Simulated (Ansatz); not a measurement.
# C2H7BN2: one species, many methods

An exercise on one series of results from a longer session: the logs are not shown, and one member is left open.

The runs use Ansatz 0.2.0, Gaussian basis; functionals in def2-TZVPP, the program's frozen cores in correlated methods.

Levels to be run: PBE-D4, r2SCAN-D4, PBE0-D4, B3LYP-D4, ωB97X-V, ωB97M-V, B2PLYP; CCSD(T)/def2-TZVPP; MP2/def2-QZVPP; extrapolation to the limit.

**The relaxed structure**

All runs share one geometry, relaxed beforehand with PBE0-D4 in a triple-zeta def2 set.

SMILES `CC1NB1N`, 12 atoms, charge 0, spin multiplicity 1.

Atoms are counted from 1 here; the program's logs count them from 0.

Bond lengths: C1–C2 1.505 Å, C1–H6 1.094 Å, C1–H7 1.095 Å, C1–H8 1.092 Å, C2–N3 1.493 Å, C2–B4 1.535 Å, C2–H9 1.094 Å, N3–B4 1.390 Å, N3–H10 1.006 Å, B4–N5 1.387 Å, N5–H11 1.005 Å, N5–H12 1.003 Å. Angles: C2–C1–H6 110.6°, C2–C1–H7 111.8°, C2–C1–H8 110.7°, H6–C1–H7 107.7°, H6–C1–H8 108.0°, H7–C1–H8 107.9°, C1–C2–N3 116.7°, C1–C2–B4 127.6°, C1–C2–H9 113.3°, N3–C2–B4 54.6°, N3–C2–H9 115.1°, B4–C2–H9 115.9°, C2–N3–B4 64.3°, C2–N3–H10 124.3°, B4–N3–H10 135.2°, C2–B4–N3 61.1°, C2–B4–N5 153.9°, N3–B4–N5 144.8° and more.

Coordinates:

```mol
C2H7BN2
  3D, bonds by distance, orders not assigned

 12 12  0  0  0  0  0  0  0  0999 V2000
   -1.3130    0.6432    1.0099 C   0  0
   -0.1067    0.6906    0.1114 C   0  0
    1.1393    0.0507    0.6279 N   0  0
    0.6215   -0.4930   -0.5417 B   0  0
    0.8255   -1.4301   -1.5443 N   0  0
   -2.2250    0.8478    0.4411 H   0  0
   -1.2500    1.3838    1.8144 H   0  0
   -1.4152   -0.3426    1.4683 H   0  0
    0.0360    1.6630   -0.3696 H   0  0
    1.9758    0.5535    0.8712 H   0  0
    1.6339   -2.0260   -1.5823 H   0  0
    0.1549   -1.5962   -2.2721 H   0  0
  1  2  8  0
  2  3  8  0
  3  4  8  0
  4  5  8  0
  1  6  8  0
  1  7  8  0
  1  8  8  0
  2  9  8  0
  3 10  8  0
  5 11  8  0
  5 12  8  0
  2  4  8  0
M  END
```

The first run:

in.yaml reads:

```yaml
crystal:
  periodic: [false, false, false]
  atoms:
    - {symbol: C, position_ang: [-1.313042, 0.643230, 1.009871]}
    - {symbol: C, position_ang: [-0.106712, 0.690604, 0.111390]}
    - {symbol: N, position_ang: [1.139282, 0.050718, 0.627857]}
    - {symbol: B, position_ang: [0.621471, -0.492962, -0.541709]}
    - {symbol: N, position_ang: [0.825476, -1.430110, -1.544309]}
    - {symbol: H, position_ang: [-2.224975, 0.847776, 0.441095]}
    - {symbol: H, position_ang: [-1.249962, 1.383756, 1.814415]}
    - {symbol: H, position_ang: [-1.415224, -0.342593, 1.468270]}
    - {symbol: H, position_ang: [0.035999, 1.663034, -0.369623]}
    - {symbol: H, position_ang: [1.975784, 0.553546, 0.871189]}
    - {symbol: H, position_ang: [1.633870, -2.026030, -1.582268]}
    - {symbol: H, position_ang: [0.154934, -1.596169, -2.272078]}
basis:
  gaussian: {orbitals: def2-TZVPP}
hamiltonian: {xc: pbe, dispersion: d4}
output: {forces: true, orbitals: {seedname: orbitals}}
```

The run is started by

```console
ansatz run in.yaml --threads 4 --pin off --events-out ev --progress --plain --max-ram 10444MiB
```

Among the steps run: PBE-D4 (GGA); r2SCAN-D4 (meta-GGA); PBE0-D4 (hybrid); B3LYP-D4 (hybrid); ωB97X-V (range-separated); ωB97M-V (range-separated); B2PLYP (double hybrid); CCSD(T) in def2-TZVPP; MP2 in def2-QZVPP.

One of the session's tables, all rows but one given; the rest of the session is left out.

```
            method  atoms, summed (eV)  atomisation energy (eV)
            PBE-D4           -5789.593                   50.351
         r2SCAN-D4           -5795.048                   48.939
           PBE0-D4           -5791.234                   49.338
          B3LYP-D4           -5798.907                   49.155
           ωB97X-V           -5796.651                   49.056
           ωB97M-V           -5795.655                   49.177
            B2PLYP           -5793.805                   48.516
     HF/def2-TZVPP                   ?                        ?
    MP2/def2-TZVPP           -5784.784                   48.163
   CCSD/def2-TZVPP           -5787.334                   46.563
CCSD(T)/def2-TZVPP           -5787.604                   47.308
           MP2/CBS           -5786.494                   49.502
       CCSD(T)/CBS           -5789.314                   48.647
```

Q: Estimate the row for HF/def2-TZVPP from the others.

The run gave: atoms, summed (eV): -5774.840; atomisation energy (eV): 34.785. In the column «atoms, summed (eV)» it is the highest.
